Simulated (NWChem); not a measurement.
# CCSD(T)/def2-TZVPPD (core potential) run of InCl (SMILES [Cl][In])

We compute the energy of InCl. 

The results are computed with NWChem 7.3.0.

4 further runs of the same task are left out: 1 that didn't finish, 3 set aside as unsound or not needed.

## 1. The molecule

InCl: 2 atoms, total charge 0, spin state singlet. SMILES: `[Cl][In]`. The coordinates come from a PBE0-D4/def2-TZVP relaxation.

Bond lengths: Cl1–In2 2.414 Å.

## 2. The energy at CCSD(T)/def2-TZVPPD (core potential)

Contents of input.nw:

```
start input
title "ClIn ccsd(t)"
memory total 2200 mb

geometry noautosym nocenter noautoz
Cl     0.000000     0.000000    -0.013930
In     0.000000     0.000000     2.399590
end

basis spherical bse
Cl library def2-TZVPPD
In library def2-TZVPPD
end

ecp bse
In library def2-TZVPPD
end

scf
singlet
rhf
thresh 1e-08
maxiter 80
end

ccsd
freeze core 9
maxiter 60
end

task ccsd(t) energy
```

Command:

```
$ nwchem input.nw > input.out
```

**Question.** What will come out? Wanted: total energy; HOMO energy; LUMO energy; HOMO–LUMO gap; correlation energy; (T) correction.

**Answer.** As computed:

Level: CCSD(T)/def2-TZVPPD (core potential), 9 core orbitals frozen.

| quantity | value |
| --- | --- |
| total energy | -649.29455 Eh |
| HOMO energy (Hartree–Fock orbitals) | -9.23 eV |
| LUMO energy (Hartree–Fock orbitals) | 0.38 eV |
| HOMO–LUMO gap (Hartree–Fock orbitals) | 9.61 eV |
| correlation energy (9 core orbitals frozen) | -482.0 mEh |
| (T) correction | -16.91 mEh |

The triples make up 3.5 % of the correlation energy.
